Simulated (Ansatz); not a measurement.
**Cd (Fm-3m): scan of the energy under strain from a Python script**

Aim: a scan of the energy under strain, for Cd (Fm-3m), run from a script.

Computed with Ansatz 0.2.0 through its Python package. Level of theory: DFT PBEsol, plane waves, PAW.

## (1) The system

Symmetry: Fm-3m, No. 225, cubic system. The conventional cell has a = 4.436 Å, b = 4.436 Å, c = 4.436 Å, α = 90.00°, β = 90.00°, γ = 90.00°. Cd (site symmetry m-3m) has 12 Cd at 3.14 Å as nearest neighbours.

No structure file is read: the coordinates are typed or built in the script.

## (2) The script

Input file cd.py:

```python
"""A uniaxial strain scan of Cd."""

import warnings

import ansatz as az
import matplotlib.pyplot as plt
import numpy as np

SETTINGS = {
    "xc": "PBEsol",
    "filling": "gaussian",
    "smearing_width": 0.3,
    "max_scf": 80,
    "kgrid": (13, 13, 13),
}

VECTORS = np.array([
    [0.0, 2.21814975, 2.21814975],
    [2.21814975, 0.0, 2.21814975],
    [2.21814975, 2.21814975, 0.0],
])
SITES = [
    ("Cd", [0.0, 0.0, 0.0]),
]


def make_crystal(cell):
    crystal = az.Crystal(lattice=az.Lattice.of(cell))
    for symbol, position in SITES:
        crystal = crystal.atom(symbol, position)
    return crystal

warnings.simplefilter("ignore", az.DeckWarning)

# clamped ions: the fractional positions stay as typed
values = np.linspace(-0.03, 0.03, 5)
energies = []
for d in values:
    strain = np.diag([0, 0, d])
    cell = VECTORS @ (np.eye(3) + strain)
    base = make_crystal(cell).calculation()
    base = base.functional(SETTINGS["xc"])
    base = base.basis(47 * az.Ry)
    base = base.occupations(SETTINGS["filling"], width=SETTINGS["smearing_width"])
    base = base.initial_density(normalization="cell").scf(max_iterations=SETTINGS["max_scf"])
    base = base.kpoints(*SETTINGS["kgrid"])
    rep = base.run(threads=1, pin="off").report
    energies.append(rep["free_energy_ev"] / len(SITES))
    print(f"d = {d:+.4f}  F = {energies[-1]:.5f} eV/atom")
energies = np.array(energies)

for value, e in zip(values, energies):
    print(f"strain {value:7.3f}   E - Emin = {1000 * (e - energies.min()):9.3f} meV/atom")
plt.figure(figsize=(4.5, 3))
plt.plot(values, 1000 * (energies - energies.min()), "o-")
plt.xlabel("strain")
plt.ylabel("meV/atom")
plt.tight_layout()
plt.savefig("strain.png", dpi=100)
curvature = 2 * np.polyfit(values, energies, 3)[1]
volume = abs(np.linalg.det(VECTORS)) / len(SITES)
print(f"d2E/dd2 over the volume: {curvature / volume * 160.21766:.1f} GPa")
```

## (3) The input behind the calls

The package turns the script's settings into the engine's input (first run):

```yaml
crystal:
  lattice:
    - [0.0, 2.21814975, 2.1516052574999995]
    - [2.21814975, 0.0, 2.1516052574999995]
    - [2.21814975, 2.21814975, 0.0]
  atoms:
    - { symbol: Cd, position: [0.0, 0.0, 0.0] }
basis:
  ecutwfc: 639.467576780718
kpoints:
  mp_grid:
    grid: [13, 13, 13]
hamiltonian:
  xc: pbesol
scf:
  max_iter: 80
  occupations:
    method: gaussian
    width: 0.3
  initial_density:
    normalization: cell
```

## (4) The run

On the command line:

```console
$ python cd.py
```

The log of the run:

```text
d = -0.0300  F = -8184.05396 eV/atom
d = -0.0150  F = -8184.05276 eV/atom
d = +0.0000  F = -8184.04948 eV/atom
d = +0.0150  F = -8184.04422 eV/atom
d = +0.0300  F = -8184.03706 eV/atom
strain  -0.030   E - Emin =     0.000 meV/atom
strain  -0.015   E - Emin =     1.199 meV/atom
strain   0.000   E - Emin =     4.478 meV/atom
strain   0.015   E - Emin =     9.736 meV/atom
strain   0.030   E - Emin =    16.899 meV/atom
d2E/dd2 over the volume: 64.8 GPa
```

Wall time 9.7 s (1 thread of Intel Xeon 6975P-C (Granite Rapids), shared host); peak memory 0.46 GiB.

## (5) What changed from run to run

The engine's inputs for some of the other runs:

Run 2, against run 1:

```diff
@@ -3,2 +3,2 @@
-    - [0.0, 2.21814975, 2.1516052574999995]
-    - [2.21814975, 0.0, 2.1516052574999995]
+    - [0.0, 2.21814975, 2.1848775037499997]
+    - [2.21814975, 0.0, 2.1848775037499997]
```

Run 3, against run 1:

```diff
@@ -3,2 +3,2 @@
-    - [0.0, 2.21814975, 2.1516052574999995]
-    - [2.21814975, 0.0, 2.1516052574999995]
+    - [0.0, 2.21814975, 2.21814975]
+    - [2.21814975, 0.0, 2.21814975]
```

Run 5, against run 1:

```diff
@@ -3,2 +3,2 @@
-    - [0.0, 2.21814975, 2.1516052574999995]
-    - [2.21814975, 0.0, 2.1516052574999995]
+    - [0.0, 2.21814975, 2.2846942425]
+    - [2.21814975, 0.0, 2.2846942425]
```

## (6) Run by run

From the records of these 5 runs:

```
run  strain  energy from run 1 (meV/atom)  SCF cycles  CPU time (s)
  1  -0.030                          0.00           6           1.9
  2  -0.015                          1.20           6           1.8
  3   0.000                          4.48           6          0.82
  4   0.015                          9.74           6             2
  5   0.030                         16.90           6             2
```

Energies are free energies F = E - TS of the smeared occupations. 

## (7) Outcome

| quantity | value |
| --- | --- |
| curvature under the strain | 64.8 GPa |
| runs compared | 5 |
| range of energy | 16.90 meV/atom |
| lowest point, strain | -0.030 |

What this shows: Against the unstrained cell the energy per atom changes by -4.48 meV at one end of the scan and +12.42 meV at the other, and its second derivative over the volume is 64.8 GPa. The lowest row is an end of the scan, as the cell stands under stress. What to keep in mind:
- The free energy holds a sizeable smearing term, which stands for no physical temperature.
- The curvature belongs to this strain pattern and to the cell's stress; it equals a single elastic constant only for simple patterns.
- In a metal a curvature from energy changes of a few meV or less hangs on mesh and smearing, in size and even in sign.
- This isn't the structure that Cd takes at ambient conditions.
- The ions keep their fractional positions (clamped ions). Whether this is the phase that is stable at ambient conditions was not tested.
